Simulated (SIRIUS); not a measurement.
# CoMo (P-6m2) in SIRIUS: reference runs

Reference runs on CoMo: the cell as given and a disturbed copy.

Program: SIRIUS 7.12.0. These are calculated values, not measurements. Logs are shortened: lines on timing, memory, paths and dates and some standing lists are left out, and cuts for length are marked. The log counts tension as positive stress, the text compression.

## Step 1: The crystal as given

The structure is hexagonal, space group P-6m2 (No. 187). Conventional cell: a = 2.695 Å, b = 2.695 Å, c = 4.184 Å, α = 90.00°, β = 90.00°, γ = 120.00°. Mo (site symmetry -6m2) is surrounded by 6 Co at 2.61 Å and 6 Mo at 2.69 Å. Co (site symmetry -6m2) has 6 Mo at 2.61 Å and 6 Co at 2.69 Å as nearest neighbours.

The cell comes from a database or a generator and needn't be the stable form of this composition.

## Step 2: Single point, PBEsol, collinear spin, ferromagnetic start

sirius.json reads:

```json
{
  "control": {
    "processing_unit": "cpu",
    "std_evp_solver_name": "lapack",
    "gen_evp_solver_name": "lapack",
    "verbosity": 2,
    "print_forces": true,
    "ortho_rf": true,
    "use_second_variation": true,
    "rmt_max": 3.0,
    "num_bands_to_print": 24,
    "save_wf": true
  },
  "parameters": {
    "electronic_structure_method": "full_potential_lapwlo",
    "xc_functionals": ["XC_GGA_X_PBE_SOL", "XC_GGA_C_PBE_SOL"],
    "core_relativity": "dirac",
    "valence_relativity": "iora",
    "num_fv_states": 31,
    "smearing": "fermi_dirac",
    "smearing_width": 0.0018374661,
    "pw_cutoff": 20,
    "gk_cutoff": 3.83,
    "lmax_apw": 11,
    "lmax_rho": 8,
    "lmax_pot": 8,
    "num_mag_dims": 1,
    "auto_rmt": 0,
    "ngridk": [11, 11, 7],
    "shiftk": [0, 0, 0],
    "num_dft_iter": 80,
    "energy_tol": 1e-07,
    "density_tol": 1e-05,
    "use_symmetry": true
  },
  "settings": {"tol_ne": 1e-10},
  "iterative_solver": {"type": "exact"},
  "mixer": {"type": "anderson", "beta": 0.4, "max_history": 8},
  "unit_cell": {
    "lattice_vectors": [[5.0926756666, 0.0, 0.0], [-2.5463378332, 4.4103865004, 0.0], [0.0, 0.0, 7.9058922301]],
    "atom_types": ["Co", "Mo"],
    "atom_files": {"Co": "Co.json", "Mo": "Mo.json"},
    "atoms": {
      "Co": [[0.6666666667, 0.3333333333, 0.5, 0.0, 0.0, 2.0]],
      "Mo": [[0.3333333333, 0.6666666667, 0.0, 0.0, 0.0, 1.0]]
    }
  }
}
```

Co.json reads:

```json
{
  "name": "cobalt",
  "symbol": "Co",
  "number": 27,
  "mass": 58.933195,
  "rmin": 1e-06,
  "rmt": 2.3,
  "nrmt": 800,
  "rinf": 15.25,
  "core": "1s2s2p",
  "valence": [
    {"basis": [{"enu": 0.19, "dme": 0, "n": 0, "auto": 0}, {"enu": 0.19, "dme": 1, "n": 0, "auto": 0}]},
    {"l": 0, "n": 1, "basis": [{"enu": 0.29, "dme": 0, "n": 0, "auto": 0}]},
    {"l": 1, "n": 2, "basis": [{"enu": 0.29, "dme": 0, "n": 0, "auto": 0}]},
    {"l": 2, "n": 3, "basis": [{"enu": 0.2882, "dme": 0, "n": 0, "auto": 0}]},
    {"l": 3, "n": 4, "basis": [{"enu": 0.29, "dme": 0, "n": 0, "auto": 0}]}
  ],
  "lo": [
    {"l": 0, "basis": [{"enu": 0.29, "dme": 0, "n": 0, "auto": 0}, {"enu": 0.29, "dme": 1, "n": 0, "auto": 0}]},
    {
      "l": 0,
      "basis": [{"enu": -3.2375, "dme": 0, "n": 3, "auto": 1}, {"enu": -3.2375, "dme": 1, "n": 3, "auto": 1}]
    },
    {
      "l": 0,
      "basis": [{"enu": -3.2375, "dme": 1, "n": 3, "auto": 1}, {"enu": 0.29, "dme": 0, "n": 0, "auto": 0}]
    },
    {"l": 0, "basis": [{"enu": 0.29, "dme": 0, "n": 0, "auto": 0}, {"enu": 3.3146, "dme": 0, "n": 0, "auto": 0}]},
    {"l": 1, "basis": [{"enu": 0.29, "dme": 0, "n": 0, "auto": 0}, {"enu": 0.29, "dme": 1, "n": 0, "auto": 0}]},
    {
      "l": 1,
      "basis": [{"enu": -1.9071, "dme": 0, "n": 3, "auto": 1}, {"enu": -1.9071, "dme": 1, "n": 3, "auto": 1}]
    },
    {
      "l": 1,
      "basis": [{"enu": -1.9071, "dme": 1, "n": 3, "auto": 1}, {"enu": 0.29, "dme": 0, "n": 0, "auto": 0}]
    },
    {"l": 1, "basis": [{"enu": 0.29, "dme": 0, "n": 0, "auto": 0}, {"enu": 3.7683, "dme": 0, "n": 0, "auto": 0}]},
    {
      "l": 2,
      "basis": [{"enu": 0.2882, "dme": 0, "n": 0, "auto": 0}, {"enu": 0.2882, "dme": 1, "n": 0, "auto": 0}]
    },
    {
      "l": 2,
      "basis": [{"enu": 0.2882, "dme": 1, "n": 0, "auto": 0}, {"enu": 0.2882, "dme": 2, "n": 0, "auto": 0}]
    },
    {
      "l": 2,
      "basis": [{"enu": 0.2882, "dme": 0, "n": 0, "auto": 0}, {"enu": 3.2371, "dme": 0, "n": 0, "auto": 0}]
    },
    {"l": 3, "basis": [{"enu": 0.29, "dme": 0, "n": 0, "auto": 0}, {"enu": 0.29, "dme": 1, "n": 0, "auto": 0}]},
    {"l": 3, "basis": [{"enu": 0.29, "dme": 0, "n": 0, "auto": 0}, {"enu": 3.5792, "dme": 0, "n": 0, "auto": 0}]}
  ],
  "free_atom": [... radial grid and density of the free atom, the start of the SCF ...]
}
```

Mo.json reads:

```json
{
  "name": "molybdenum",
  "symbol": "Mo",
  "number": 42,
  "mass": 95.96,
  "rmin": 1e-06,
  "rmt": 2.44,
  "nrmt": 800,
  "rinf": 17.03,
  "core": "1s2s2p3s3p3d",
  "valence": [
    {"basis": [{"enu": 0.19, "dme": 0, "n": 0, "auto": 0}, {"enu": 0.19, "dme": 1, "n": 0, "auto": 0}]},
    {"l": 0, "n": 1, "basis": [{"enu": 0.29, "dme": 0, "n": 0, "auto": 0}]},
    {"l": 1, "n": 2, "basis": [{"enu": 0.29, "dme": 0, "n": 0, "auto": 0}]},
    {"l": 2, "n": 3, "basis": [{"enu": 0.29, "dme": 0, "n": 0, "auto": 0}]},
    {"l": 3, "n": 4, "basis": [{"enu": 0.29, "dme": 0, "n": 0, "auto": 0}]}
  ],
  "lo": [
    {"l": 0, "basis": [{"enu": 0.29, "dme": 0, "n": 0, "auto": 0}, {"enu": 0.29, "dme": 1, "n": 0, "auto": 0}]},
    {
      "l": 0,
      "basis": [{"enu": -1.9259, "dme": 0, "n": 4, "auto": 1}, {"enu": -1.9259, "dme": 1, "n": 4, "auto": 1}]
    },
    {
      "l": 0,
      "basis": [{"enu": -1.9259, "dme": 1, "n": 4, "auto": 1}, {"enu": 0.29, "dme": 0, "n": 0, "auto": 0}]
    },
    {"l": 0, "basis": [{"enu": 0.29, "dme": 0, "n": 0, "auto": 0}, {"enu": 2.9774, "dme": 0, "n": 0, "auto": 0}]},
    {"l": 1, "basis": [{"enu": 0.29, "dme": 0, "n": 0, "auto": 0}, {"enu": 0.29, "dme": 1, "n": 0, "auto": 0}]},
    {
      "l": 1,
      "basis": [{"enu": -0.9813, "dme": 0, "n": 4, "auto": 1}, {"enu": -0.9813, "dme": 1, "n": 4, "auto": 1}]
    },
    {
      "l": 1,
      "basis": [{"enu": -0.9813, "dme": 1, "n": 4, "auto": 1}, {"enu": 0.29, "dme": 0, "n": 0, "auto": 0}]
    },
    {"l": 1, "basis": [{"enu": 0.29, "dme": 0, "n": 0, "auto": 0}, {"enu": 3.3806, "dme": 0, "n": 0, "auto": 0}]},
    {"l": 2, "basis": [{"enu": 0.29, "dme": 0, "n": 0, "auto": 0}, {"enu": 0.29, "dme": 1, "n": 0, "auto": 0}]},
    {"l": 2, "basis": [{"enu": 0.29, "dme": 1, "n": 0, "auto": 0}, {"enu": 0.29, "dme": 2, "n": 0, "auto": 0}]},
    {"l": 2, "basis": [{"enu": 0.29, "dme": 0, "n": 0, "auto": 0}, {"enu": 2.9103, "dme": 0, "n": 0, "auto": 0}]},
    {"l": 3, "basis": [{"enu": 0.29, "dme": 0, "n": 0, "auto": 0}, {"enu": 0.29, "dme": 1, "n": 0, "auto": 0}]},
    {"l": 3, "basis": [{"enu": 0.29, "dme": 0, "n": 0, "auto": 0}, {"enu": 3.2126, "dme": 0, "n": 0, "auto": 0}]}
  ],
  "free_atom": [... radial grid and density of the free atom, the start of the SCF ...]
}
```

sirius_start.json reads:

```json
{
  "control": {
    "processing_unit": "cpu",
    "std_evp_solver_name": "lapack",
    "gen_evp_solver_name": "lapack",
    "verbosity": 1,
    "print_forces": false,
    "ortho_rf": true,
    "use_second_variation": true,
    "rmt_max": 3.0,
    "num_bands_to_print": 24,
    "save_wf": false
  },
  "parameters": {
    "electronic_structure_method": "full_potential_lapwlo",
    "xc_functionals": ["XC_LDA_X", "XC_LDA_C_PW"],
    "core_relativity": "dirac",
    "valence_relativity": "iora",
    "num_fv_states": 31,
    "smearing": "fermi_dirac",
    "smearing_width": 0.0055123983,
    "pw_cutoff": 20,
    "gk_cutoff": 3.06,
    "lmax_apw": 11,
    "lmax_rho": 8,
    "lmax_pot": 8,
    "num_mag_dims": 1,
    "auto_rmt": 0,
    "ngridk": [4, 4, 3],
    "shiftk": [0, 0, 0],
    "num_dft_iter": 30,
    "energy_tol": 0.01,
    "density_tol": 0.05,
    "use_symmetry": true
  },
  "settings": {"tol_ne": 1e-10},
  "iterative_solver": {"type": "exact"},
  "mixer": {"type": "anderson", "beta": 0.4, "max_history": 8},
  "unit_cell": {
    "lattice_vectors": [[5.0926756666, 0.0, 0.0], [-2.5463378332, 4.4103865004, 0.0], [0.0, 0.0, 7.9058922301]],
    "atom_types": ["Co", "Mo"],
    "atom_files": {"Co": "Co.json", "Mo": "Mo.json"},
    "atoms": {
      "Co": [[0.6666666667, 0.3333333333, 0.5, 0.0, 0.0, 2.0]],
      "Mo": [[0.3333333333, 0.6666666667, 0.0, 0.0, 0.0, 1.0]]
    }
  }
}
```

Potentials or basis: all-electron FP-LAPW, apw+lo standard.

Run with:

```bash
> OMP_NUM_THREADS=1 sirius.scf --input=sirius_start.json --output=start.json
> OMP_NUM_THREADS=1 sirius.scf --input=sirius.json --output=output.json --task=1
```

Output:

```text
[info] SIRIUS version : 7.12.0
[info] number of MPI ranks           : 1
[info] MPI grid                      : 1 1
[info] maximum number of OMP threads : 1
[fft] FFT context for density and potential
[fft] =====================================
[fft]   plane wave cutoff                     : 20
[fft]   grid size                             : 36 36 54   total : 69984
[fft]   grid limits                           : -17 18   -17 18   -26 27
[fft]   number of G-vectors within the cutoff : 23955
[fft]   number of G-shells                    : 1263
[fft] FFT context for coarse grid
[fft] =====================================
[fft]   plane wave cutoff                     : 7.66
[fft]   grid size                             : 15 15 24   total : 5400
[fft]   grid limits                           : -7 7   -7 7   -11 12
[fft]   number of G-vectors within the cutoff : 1363
[fft]   number of G-shells                    : 100
[unit cell] lattice vectors
[unit cell]   a1 :       5.0926756666      0.0000000000      0.0000000000
[unit cell]   a2 :      -2.5463378332      4.4103865004      0.0000000000
[unit cell]   a3 :       0.0000000000      0.0000000000      7.9058922301
[unit cell] reciprocal lattice vectors
[unit cell]   b1 :       1.2337689887      0.7123168578     -0.0000000000
[unit cell]   b2 :       0.0000000000      1.4246337156      0.0000000000
[unit cell]   b3 :       0.0000000000     -0.0000000000      0.7947471486
[unit cell] unit cell volume :       177.57162071 [a.u.^3]
[unit cell] 1/sqrt(omega)    :         0.07504352
[unit cell] MT volume        :       111.81466095 (62.97%)
[unit cell] IT volume        :        65.75695976 (37.03%)
[unit cell] number of atom types : 2
[unit cell] type id : 0 symbol : Co mt_radius :   2.300000 num_atoms : 1
[unit cell] type id : 1 symbol : Mo mt_radius :   2.440000 num_atoms : 1
[unit cell] total number of atoms : 2
[unit cell] number of symmetry classes : 2
[unit cell] atom id  type id  class id             position                      vector_field
[unit cell] ------------------------------------------------------------------------------------------
[unit cell]      0        0        0      0.66667   0.33333   0.50000      0.00000   0.00000   2.00000
[unit cell]      1        1        1      0.33333   0.66667   0.00000      0.00000   0.00000   1.00000
[unit cell] atom id         position (Cartesian, a.u.)
[unit cell] ---------------------------------------------
[unit cell]      0       2.546338    1.470129    3.952946
[unit cell]      1      -0.000000    2.940258    0.000000
[unit cell] class id : 0 atom id : 0
[unit cell] class id : 1 atom id : 1
[... 424 lines left out ...]
[diagonalize]            -3.064065   -1.838085   -1.725583   -1.719566   -1.718787   -0.909854   -0.898981   -0.888401    0.245733    0.283109    0.289546    0.305937    0.335343    0.339798    0.389175    0.395837    0.425140    0.484851    0.588300    0.701144    0.737420    0.802291    0.805990    0.856575
[generate_core_charge_density] atom class : 0
[generate_core_charge_density]   n,l,k : 1 0 1  energy :        -278.03133627
[generate_core_charge_density]   n,l,k : 2 0 1  energy :         -32.30730642
[generate_core_charge_density]   n,l,k : 2 1 1  energy :         -27.94647031
[generate_core_charge_density]   n,l,k : 2 1 2  energy :         -27.40242231
[generate_core_charge_density] atom class : 1
[generate_core_charge_density]   n,l,k : 1 0 1  energy :        -727.16778798
[... 72 lines left out ...]
[find] valence_eval_sum               :     -20.48375226
[find] core_eval_sum                  :   -3183.39618011
[find] kinetic energy                 :    5608.16048541
[find] enuc                           :   -6579.89731577
[find] <rho|V^{XC}>                   :    -236.47537313
[find] <rho|E^{XC}>                   :    -180.16570448
[find] <mag|B^{XC}>                   :      -0.00000000
[find] <rho|V^{H}>                    :   -8575.56504465
[find] smearing (-TS)                 :      -0.00074700
[find] SCF correction                 :       0.00000869
[find] Total energy                   :   -5439.68504847 (Ha),  -10879.37009695 (Ry)
[find] Free energy (E-TS)             :   -5439.68579547 (Ha),  -10879.37159094 (Ry)
[find] band gap (eV)                  :       0.00000000
[find] Efermi                         :       0.40681751
[find] iteration : 18, RMS (target) : 3.6346e-06 (1.0000e-05) , energy difference (target) : -1.3279e-09 (1.0000e-07)
[find] converged after 19 SCF iterations!
[find] Charges and magnetic moments
[find] --------------------------------------------------------------------------------
[find] atom      charge    core leakage                 moment                |moment|
[find] --------------------------------------------------------------------------------
[find]    0   26.081541    7.240815e-13  [  0.00000,   0.00000,  -0.00007]    0.000074
[find]    1   40.216565    1.119321e-06  [  0.00000,   0.00000,  -0.00000]    0.000003
[find] total core leakage    : 1.11932167e-06
[find] interstitial charge   : 2.701890
[find] interstitial moment   : [  0.00000,   0.00000,   0.00000], magnitude : 0.000003
[find] total charge          : 68.999996
[find] total moment          : [  0.00000,   0.00000,  -0.00007], magnitude : 0.000074
[find] Energy
[find] --------------------------------------------------------------------------------
[find] valence_eval_sum               :     -20.48375226
[find] core_eval_sum                  :   -3183.39618011
[find] kinetic energy                 :    5608.16048541
[find] enuc                           :   -6579.89731577
[find] <rho|V^{XC}>                   :    -236.47537313
[find] <rho|E^{XC}>                   :    -180.16570448
[find] <mag|B^{XC}>                   :      -0.00000000
[find] <rho|V^{H}>                    :   -8575.56504465
[find] smearing (-TS)                 :      -0.00074700
[find] SCF correction                 :       0.00000869
[find] Total energy                   :   -5439.68504847 (Ha),  -10879.37009695 (Ry)
[find] Free energy (E-TS)             :   -5439.68579547 (Ha),  -10879.37159094 (Ry)
[find] band gap (eV)                  :       0.00000000
[find] Efermi                         :       0.40681751
[ground_state]
[ground_state] ==== total Forces in Ha/bohr =====
[ground_state] atom:    0, force:      -0.0000000      0.0000000      0.0000000
[ground_state] atom:    1, force:      -0.0000000      0.0000000      0.0000000
[ground_state] ==== contribution from density =====
[ground_state] atom:    0, force:       0.0000000     -0.0000000      0.0000000
[ground_state] atom:    1, force:       0.0000000      0.0000000      0.0000000
[ground_state] ==== contribution from Hartree potential =====
[ground_state] atom:    0, force:       0.0000000      0.0000000      0.0000000
[ground_state] atom:    1, force:       0.0000000      0.0000000      0.0000000
[ground_state] ==== contribution from IBS =====
[ground_state] atom:    0, force:      -0.0000000      0.0000000      0.0000000
[ground_state] atom:    1, force:      -0.0000000      0.0000000      0.0000000
```

Wall time 3.1 min (1 thread of Arm Neoverse V2, shared host); peak memory 0.75 GiB.

Results:

| Item | Value |
| --- | --- |
| Free energy | -148021.3912 eV |
| Band gap on the k mesh | none (metal or under the smearing width) |
| All electrons inside the program's atomic spheres | Mo 40.22; Co 26.08 (radii Co 2.3, Mo 2.44 bohr) |

Caveat: the starting moments collapsed, and a magnetic state may lie lower.

(Continued in part 2 of 2.)
